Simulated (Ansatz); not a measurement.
# FGe2H5O: a ladder of functionals and wavefunction methods

One table from this session's results is given with a row withheld; the runs are named, their logs left out.

Program: Ansatz 0.2.0, Gaussian basis. Level of theory: functionals in def2-TZVPP, the program's frozen cores in correlated methods. These are calculated values, not measurements.

Levels to be run: PBE-D4, r2SCAN-D4, PBE0-D4, B3LYP-D4, ωB97X-V, ωB97M-V, B2PLYP; CCSD(T)/def2-TZVPP; MP2/def2-QZVPP; extrapolation to the limit.

**Structure used throughout**

The geometry comes from an earlier relaxation with PBE0-D4 in a triple-zeta def2 set; it is a stationary point, not always the lowest conformer.

9 atoms, charge 0, spin multiplicity 1.

Atoms are counted from 1 here; the program's logs count them from 0.

Bond lengths: O1–Ge2 1.789 Å, O1–H5 0.960 Å, Ge2–Ge3 2.439 Å, Ge2–H6 1.542 Å, Ge2–H7 1.533 Å, Ge3–F4 1.752 Å, Ge3–H8 1.540 Å, Ge3–H9 1.538 Å. Angles: Ge2–O1–H5 112.7°, O1–Ge2–Ge3 107.9°, O1–Ge2–H6 109.9°, O1–Ge2–H7 104.6°, Ge3–Ge2–H6 110.8°, Ge3–Ge2–H7 112.2°, H6–Ge2–H7 111.2°, Ge2–Ge3–F4 106.6°, Ge2–Ge3–H8 113.2°, Ge2–Ge3–H9 114.6°, F4–Ge3–H8 105.6°, F4–Ge3–H9 105.6°, H8–Ge3–H9 110.5°.

Geometry (Å):

```xyz
9
charge 0, multiplicity 1
O    -0.2888    2.0378   -0.6608
Ge    0.6291    0.8168    0.2703
Ge   -0.3186   -1.3752   -0.2273
F     0.3984   -2.4998    0.9081
H    -1.1251    2.2649   -0.2487
H     0.5326    1.1250    1.7781
H     2.0717    0.9523   -0.2318
H    -1.8374   -1.4487    0.0190
H     0.0266   -1.9194   -1.6240
```

The first run:

Contents of in.yaml:

```yaml
crystal:
  periodic: [false, false, false]
  atoms:
    - {symbol: O, position_ang: [-0.288793, 2.037757, -0.660800]}
    - {symbol: Ge, position_ang: [0.629146, 0.816817, 0.270349]}
    - {symbol: Ge, position_ang: [-0.318582, -1.375197, -0.227324]}
    - {symbol: F, position_ang: [0.398356, -2.499833, 0.908096]}
    - {symbol: H, position_ang: [-1.125142, 2.264919, -0.248697]}
    - {symbol: H, position_ang: [0.532557, 1.125040, 1.778064]}
    - {symbol: H, position_ang: [2.071705, 0.952277, -0.231835]}
    - {symbol: H, position_ang: [-1.837358, -1.448674, 0.019000]}
    - {symbol: H, position_ang: [0.026612, -1.919406, -1.623956]}
basis:
  gaussian: {orbitals: def2-TZVPP}
hamiltonian: {xc: pbe, dispersion: d4}
output: {forces: true, orbitals: {seedname: orbitals}}
```

The run is started by

```
$ ansatz run in.yaml --threads 4 --pin off --events-out ev --progress --plain --max-ram 10444MiB
```

Among the steps run: PBE-D4 (GGA); r2SCAN-D4 (meta-GGA); PBE0-D4 (hybrid); B3LYP-D4 (hybrid); ωB97X-V (range-separated); ωB97M-V (range-separated); B2PLYP (double hybrid); CCSD(T) in def2-TZVPP; MP2 in def2-QZVPP.

One of the session's tables, all rows but one given; the rest of the session is left out.

| method | atomisation energy (eV) |
| --- | --- |
| PBE-D4 | 28.041 |
| r2SCAN-D4 | 28.056 |
| PBE0-D4 | 27.482 |
| B3LYP-D4 | 27.721 |
| ωB97X-V | 28.212 |
| ωB97M-V | 27.787 |
| B2PLYP | 27.597 |
| HF/def2-TZVPP | 19.582 |
| MP2/def2-TZVPP | 27.879 |
| CCSD/def2-TZVPP | 27.193 |
| CCSD(T)/def2-TZVPP | 27.609 |
| MP2/CBS | 28.499 |
| CCSD(T)/CBS | ? |

**Question.** Estimate the row for CCSD(T)/CBS.

As computed: atomisation energy (eV): 28.229. In the column «atomisation energy (eV)» it lies between ωB97X-V (28.212) and MP2/CBS (28.499).

Limits of these values: Free atoms (1 O, 2 Ge, 1 F, 5 H) were run apart at each level; the atomisation energy is their sum less the molecule, without zero-point or spin-orbit terms.
